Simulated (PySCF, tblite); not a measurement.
**C₄H₄N₂O₂S: geometry, infrared bands and NMR shifts**

What infrared bands and NMR shifts should C₄H₄N₂O₂S (`COC(=O)c1nncs1`) show?

Programs: tblite 0.8.0 and PySCF 2.14.0, with density-fitted response routines of our own. Each step states its level of theory. These are calculated values for one molecule in the gas phase, unless marked as measured. Atoms are numbered from 0 throughout.

## (1) The starting structure

13 atoms, charge 0, multiplicity 1; geometry from: force field or distance geometry start.

Bonds of the start (Å): C0–O1 1.42, O1–C2 1.38, C2–O3 1.22, C2–C4 1.44, C4–N5 1.32, N5–N6 1.39, N6–C7 1.31, C7–S8 1.72, S8–C4 1.73, C0–H9 1.10, C0–H10 1.10, C0–H11 1.10, C7–H12 1.07.

## (2) Relaxing the molecule with GFN2-xTB

The job: settings as JSON, then the geometry in Å.

```
{"job": {"kind": "relax", "xc": "GFN2-xTB", "basis": "xTB"}, "charge": 0, "multiplicity": 1}
C     -2.684100    -0.013300     0.377600
O     -1.337400     0.417800     0.283800
C     -0.447600    -0.571600    -0.078900
O     -0.796200    -1.714400    -0.338200
C      0.890000    -0.043000    -0.131700
N      1.220200     1.205700     0.130300
N      2.584000     1.427100    -0.008200
C      3.223800     0.337600    -0.369800
S      2.220900    -1.044900    -0.582600
H     -2.807300    -0.798100     1.135900
H     -3.052000    -0.355900    -0.599300
H     -3.300500     0.845100     0.686000
H      4.281700     0.308500    -0.522700
```

On the command line:

```console
OMP_NUM_THREADS=1 python probes_run.py task.json out
```

The driver reads the jobs from task.json and runs them one after another.

The log of the run:

```text
step      E/eV     max force
  0    -756.26880    2.606
  1    -756.48407    1.927
  2    -756.50818    1.122
  3    -756.52343    0.278
  4    -756.52906    0.251
  5    -756.53455    0.238
  6    -756.53646    0.102
  7    -756.53730    0.070
  8    -756.53773    0.049
  9    -756.53796    0.036
 10    -756.53809    0.024
 11    -756.53814    0.016
 12    -756.53817    0.013
 13    -756.53819    0.013
 14    -756.53821    0.014
 15    -756.53824    0.018
 16    -756.53826    0.016
 17    -756.53828    0.011
 18    -756.53829    0.010
```

Wall time 0.19 s (1 thread of Arm Neoverse N1, shared host).

The steps of the relaxation:

```csv
step,energy from step 0 (eV),largest force (eV/Å)
0,0.0000,2.6064
1,-0.2153,1.9269
2,-0.2394,1.1220
3,-0.2546,0.2784
4,-0.2603,0.2512
5,-0.2657,0.2377
6,-0.2677,0.1016
7,-0.2685,0.0701
8,-0.2689,0.0493
9,-0.2692,0.0357
10,-0.2693,0.0238
11,-0.2693,0.0163
12,-0.2694,0.0135
13,-0.2694,0.0129
14,-0.2694,0.0145
15,-0.2694,0.0177
16,-0.2695,0.0158
17,-0.2695,0.0112
18,-0.2695,0.0099
```

Distances of close pairs at the start and the end, largest changes first:

```csv
bond,before (Å),after (Å),change (Å)
N5–N6,1.389,1.313,-0.076
O1–C2,1.379,1.327,-0.053
C2–C4,1.439,1.476,+0.037
C4–N5,1.318,1.291,-0.027
N6–C7,1.314,1.288,-0.026
C4–S8,1.726,1.749,+0.023
C2–O3,1.223,1.205,-0.017
C0–H11,1.101,1.087,-0.014
```

The final coordinates are the input of the step that follows.

## (3) Vibrational analysis with GFN2-xTB

The job: settings as JSON, then the geometry in Å.

```
{"job": {"kind": "ir", "xc": "GFN2-xTB", "basis": "xTB"}, "charge": 0, "multiplicity": 1}
C     -2.704875    -0.014280     0.378993
O     -1.346132     0.394365     0.289716
C     -0.480625    -0.542471    -0.074770
O     -0.762824    -1.686393    -0.329373
C      0.897269    -0.016566    -0.134635
N      1.266814     1.193677     0.120867
N      2.557670     1.393855    -0.008612
C      3.207418     0.340497    -0.366388
S      2.223353    -1.064622    -0.585176
H     -2.812758    -0.813517     1.115505
H     -3.055616    -0.378301    -0.589150
H     -3.262033     0.867360     0.683848
H      4.267949     0.326884    -0.518553
```

The log of the run:

```text
mode    cm-1     km/mol
  1      37.1      6.70
  2      64.7      0.25
  3     111.0      5.47
  4     111.8      0.96
  5     227.9      2.93
  6     262.1     15.12
  7     335.9      5.33
  8     451.4      0.83
  9     474.3     16.04
 10     623.0      1.25
 11     660.6      0.86
 12     715.3     23.73
 13     716.9      1.01
 14     788.2     32.86
 15     798.1      2.94
 16     883.3     39.07
 17     969.4     57.01
 18    1085.5      4.05
 19    1096.4    113.73
 20    1119.7      1.47
 21    1150.5     17.16
 22    1201.1    216.58
 23    1248.0    117.05
 24    1384.8      7.82
 25    1422.7     82.79
 26    1437.0     10.91
 27    1455.6      4.90
 28    1490.2    144.42
 29    1745.0    304.49
 30    2976.2     10.71
 31    2986.9     11.43
 32    3051.1      3.92
 33    3168.2      0.08
```

Wall time 0.67 s (1 thread of Arm Neoverse N1, shared host).

Which atoms move in the most intense modes:

```csv
cm⁻¹,km/mol,atoms
883,39.1,"C7 32 %, N6 26 %, H12 18 %, N5 13 %"
969,57.0,"C0 26 %, O1 19 %, C4 13 %, H11 12 %"
1096,113.7,"O1 33 %, C4 27 %, C0 18 %, N5 12 %"
1201,216.6,"C2 33 %, N6 16 %, N5 15 %, O1 15 %"
1248,117.0,"N6 31 %, N5 28 %, C2 22 %"
1423,82.8,"C7 50 %, N6 42 %"
1490,144.4,"C4 63 %, N5 29 %"
1745,304.5,"C2 63 %, O3 36 %"
```

## (4) Shielding tensors: PBE0/pcSseg-1

The job, as its differences from that of step 3:

```diff
@@ -1,2 +1,2 @@
-{"job": {"kind": "ir", "xc": "GFN2-xTB", "basis": "xTB"}, "charge": 0, "multiplicity": 1}
+{"job": {"kind": "nmr", "xc": "PBE0", "basis": "pcSseg-1"}, "charge": 0, "multiplicity": 1}
 C     -2.704875    -0.014280     0.378993
```

With the program's defaults for keys left out, this is: GIAO PBE0/pcSseg-1 NMR shielding, non-relativistic, gas phase.

The log of the run:

```text
coarse grid: 12744 points
cycle   1  E = -812.0549764513  dE =  1.961e+00  |g| = 9.050e-01  |ddm| = 3.704e+00
cycle   2  E = -811.6692086629  dE =  3.858e-01  |g| = 1.688e+00  |ddm| = 2.119e+00
cycle   3  E = -812.1974296119  dE = -5.282e-01  |g| = 2.622e-01  |ddm| = 1.548e+00
cycle   4  E = -812.2082475900  dE = -1.082e-02  |g| = 1.150e-01  |ddm| = 2.581e-01
cycle   5  E = -812.2104335689  dE = -2.186e-03  |g| = 2.636e-02  |ddm| = 7.528e-02
cycle   6  E = -812.2105214440  dE = -8.788e-05  |g| = 1.665e-02  |ddm| = 3.533e-02
cycle   7  E = -812.2105865441  dE = -6.510e-05  |g| = 1.835e-03  |ddm| = 1.620e-02
cycle   8  E = -812.2105872101  dE = -6.660e-07  |g| = 9.263e-04  |ddm| = 2.805e-03
final grid: 122472 points
cycle   9  E = -812.2842771373  dE = -9.449e-06  |g| = 1.484e-02  |ddm| = 2.886e-02
cycle  10  E = -812.2841726272  dE =  1.045e-04  |g| = 2.592e-02  |ddm| = 3.412e-02
cycle  11  E = -812.2843189761  dE = -1.463e-04  |g| = 4.461e-03  |ddm| = 2.554e-02
cycle  12  E = -812.2843232587  dE = -4.283e-06  |g| = 5.223e-04  |ddm| = 3.679e-03
cycle  13  E = -812.2843233077  dE = -4.901e-08  |g| = 1.464e-04  |ddm| = 4.494e-04
cycle  14  E = -812.2843233121  dE = -4.469e-09  |g| = 5.420e-05  |ddm| = 1.412e-04
cycle  15  E = -812.2843233126  dE = -4.331e-10  |g| = 2.883e-05  |ddm| = 5.688e-05
converged SCF energy = -812.2843233126

GIAO shielding tensors (ppm)
atom      isotropic    diamagn.    paramagn.     s11        s22        s33       span
  0 C      131.913     242.416    -110.503    102.354    115.701    177.682     75.328
  1 O      146.199     400.925    -254.726    -37.687    231.055    245.229    282.916
  2 C       19.718     247.939    -228.221    -79.487     66.830     71.811    151.298
  3 O     -105.210     402.370    -507.581   -359.952   -244.255    288.576    648.529
  4 C       20.694     258.558    -237.865    -44.832     47.778     59.136    103.968
  5 N     -161.769     324.049    -485.818   -535.609   -110.149    160.449    696.058
  6 N     -145.915     325.435    -471.350   -466.217   -111.872    140.344    606.561
  7 C       28.501     261.450    -232.949    -57.475     40.978    102.001    159.477
  8 S      186.056    1055.785    -869.729    -79.754    199.619    438.302    518.057
  9 H       27.450      27.742      -0.292     23.790     25.222     33.339      9.548
 10 H       27.441      27.733      -0.291     23.788     25.214     33.322      9.535
 11 H       27.520      27.519       0.001     23.426     26.257     32.876      9.450
 12 H       22.835      29.006      -6.171     20.008     21.178     27.319      7.311
```

It took 43 s on 1 thread of Arm Neoverse N1, shared host; peak memory 0.8 GiB.

The references, computed at this level on geometries of the same kind, shield at (ppm): ¹H TMS 31.72, ¹³C TMS 186.9, ¹⁵N NH3 267.7, ¹⁷O H2O 336.1, ³³S CS2 504. Their shielding less the atom's gives the shift. The references are single molecules in the gas phase, so shifts against H2O, NH3, PH3, H3PO4 or CFCl3 are not on the usual liquid scales and can be off by tens of ppm. Atoms listed in one row are averaged.

```csv
atoms,environment,σ (ppm),δ (ppm),δ scaled to CDCl3
C2,ester carbonyl carbon,19.7,167.2,161.3
C4,substituted aromatic carbon next to a ring nitrogen,20.7,166.2,155.9
C7,aromatic CH between two ring heteroatoms,28.5,158.4,148.3
C0,methyl carbon bonded to O,131.9,55.0,51.8
H12,hydrogen on an aromatic CH between two ring heteroatoms,22.84,8.88,8.48
"H9, H10, H11",hydrogen on a methyl carbon bonded to O,27.47,4.25,4.11
O3,ester carbonyl oxygen,-105.2,441.3,–
O1,ester alkoxy oxygen,146.2,189.9,–
N5,pyridine-type nitrogen of an azole,-161.8,429.5,–
N6,pyridine-type nitrogen of an azole,-145.9,413.6,–
S8,aromatic ring sulfur,186,318,–
```

The scaled column applies a straight-line fit of computed shieldings to shifts measured in CDCl3, with any fitted terms for Cl, Br or S neighbours (root-mean-square error 0.16 ppm for H, 1.9 ppm for C).

Charges from the same density, by scheme (e):

```csv
atoms,Mulliken,IAO,Hirshfeld,ESP fit
C0,-0.03,-0.21,-0.03,-0.09
O1,-0.44,-0.31,-0.09,-0.40
C2,0.60,0.51,0.20,0.73
O3,-0.41,-0.46,-0.26,-0.52
C4,-0.14,-0.08,0.02,0.16
N5,-0.19,-0.13,-0.11,-0.20
N6,-0.19,-0.16,-0.12,-0.34
C7,-0.01,-0.17,0.00,0.24
S8,0.28,0.33,0.14,-0.04
```

Mayer bond orders: C0–O1 0.86, O1–C2 1.16, C2–O3 1.94, C2–C4 0.91, C4–N5 1.61, N5–N6 1.24, N6–C7 1.63, C7–S8 1.18, S8–C4 1.11.

Ring of atoms C4, N5, N6, C7, S8: NICS(0) -12.9, NICS(1) -13.1, NICS(1)zz -29.7 ppm (means of both faces).

## (5) Results

| quantity | value |
| --- | --- |
| strongest single infrared mode (GFN2-xTB) | 1745 cm⁻¹, 304 km/mol |
| zero-point energy (GFN2-xTB) | 51.8 kcal/mol |
| ¹³C shifts against TMS (PBE0/pcSseg-1) | 167.2, 166.2, 158.4, 55.0 ppm |
| ¹H shifts against TMS (PBE0/pcSseg-1, means over atoms taken as alike) | 8.88, 4.25 ppm |
| ¹⁷O shifts against H2O (PBE0/pcSseg-1) | 441.3, 189.9 ppm |
| ¹⁵N shifts against NH3 (PBE0/pcSseg-1) | 429.5, 413.6 ppm |
| ³³S shifts against CS2 (PBE0/pcSseg-1) | 318 ppm |

In words: Over 18 steps the energy fell by 0.269 eV; of the close pairs, N5–N6 changed most, 1.389 to 1.313 Å. All 33 modes are real, so the xTB geometry is a minimum. The strongest single mode, at 1745 cm⁻¹, moves mainly C2 and O3. Unscaled tight-binding wavenumbers are off by several per cent, some by more. Its intensities can rank the bands wrongly. The most deshielded carbon is C2 (ester carbonyl carbon), at 167.2 ppm: it is a carbonyl in resonance with an O or N lone pair, the region of acids, esters and amides. At PBE0/pcSseg-1: Shielding is most anisotropic at N5 (span 696 ppm, paramagnetic term -486 ppm). NICS(1)zz of -30 ppm above the planar ring from C4 marks a diatropic (aromatic) ring current.
